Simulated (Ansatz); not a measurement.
The system is ZnBi3.

```
CELL_PARAMETERS angstrom
4.87316 0.00000 0.00000
0.00000 4.87316 0.00000
0.00000 0.00000 4.87316
ATOMIC_POSITIONS crystal
Bi 0.50000 0.50000 0.00000
Bi 0.50000 0.00000 0.50000
Bi 0.00000 0.50000 0.50000
Zn 0.00000 0.00000 0.00000
```

The cell comes from a database or a generator and needn't be the stable form of this composition.

Base run:

| Quantity | Value |
| --- | --- |
| Program | Ansatz 0.2.0 |
| Functional | PBE |
| Potentials or basis | Ansatz PAW |
| Cutoff | 420 eV |
| Density cutoff | 1680 eV |
| k mesh | 6 × 6 × 6 |
| Occupations | fermi-dirac, width 0.05 eV |
| Spin | spin-orbit coupling, no magnetisation |

Its results: band gap on the k mesh none (metal or under the smearing width); pressure 0.9 GPa.

Problem. The run is repeated on the same cell with these changes: spin from spin-orbit coupling, no magnetisation to no spin polarisation; potential files from those of the base run to others of the same set. What comes out?

Solution. Band gap on the k mesh none (metal or under the smearing width); pressure 0.0 GPa.

Caveats: spin-orbit coupling is left out, which moves the levels of the heavy elements (some runs).

Not every run made on this cell is shown here.
